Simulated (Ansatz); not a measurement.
# C2H5FSSi: the cost of one run

All numbers below are computed with Ansatz 0.2.0 (RKS PBE0-D4/6-31G).

### 1 The starting structure

Bond lengths: F1–C2 1.284 Å, C2–S3 1.703 Å, C2–C4 1.355 Å, C4–Si5 1.856 Å, S3–H6 1.339 Å, C4–H7 1.062 Å, Si5–H8 1.443 Å, Si5–H9 1.476 Å, Si5–H10 1.460 Å. Angles: F1–C2–S3 117.5°, F1–C2–C4 121.5°, S3–C2–C4 120.9°, C2–S3–H6 98.8°, C2–C4–Si5 122.7°, C2–C4–H7 121.9°, Si5–C4–H7 114.8°, C4–Si5–H8 112.3°, C4–Si5–H9 107.0°, C4–Si5–H10 107.1°, H8–Si5–H9 109.6°, H8–Si5–H10 109.7°, H9–Si5–H10 111.1°.

As a file:

```xyz
10

F    -0.8754    1.3760    0.6236
C    -0.0475    0.4714    1.0039
S     0.4598    0.5020    2.6291
C     0.4605   -0.4346    0.1334
Si   -0.1145   -0.5674   -1.6267
H    -0.2168    1.5844    3.0334
H     1.1190   -1.2062    0.4470
H    -1.5418   -0.7590   -1.7228
H     0.2627    0.6911   -2.2993
H     0.5773   -1.7089   -2.2186
```

### 2 Preparing the start

File input.yaml:

```yaml
crystal:
  periodic: [false, false, false]
  atoms:
    - { symbol: F, position_ang: [-0.8754, 1.376, 0.6236] }
    - { symbol: C, position_ang: [-0.0475, 0.4714, 1.0039] }
    - { symbol: S, position_ang: [0.4598, 0.502, 2.6291] }
    - { symbol: C, position_ang: [0.4605, -0.4346, 0.1334] }
    - { symbol: Si, position_ang: [-0.1145, -0.5674, -1.6267] }
    - { symbol: H, position_ang: [-0.2168, 1.5844, 3.0334] }
    - { symbol: H, position_ang: [1.119, -1.2062, 0.447] }
    - { symbol: H, position_ang: [-1.5418, -0.759, -1.7228] }
    - { symbol: H, position_ang: [0.2627, 0.6911, -2.2993] }
    - { symbol: H, position_ang: [0.5773, -1.7089, -2.2186] }
basis:
  gaussian: { orbitals: "6-31G" }
hamiltonian:
  xc: pbe0
  dispersion: d4
relax:
  f_tol: 0.02
  max_steps: 40
scf:
  lower_state_search: "off"
```

The run is started by

```console
> ansatz run input.yaml --threads 1 --pin off --max-ram 2048MiB --backend cpu --events-out ev --progress --plain --runs-dir out
```

Q: Estimate wall time and peak memory on 1 thread of AMD EPYC (Zen 3), shared host.

About 77 s, with a peak of 0.16 GiB.
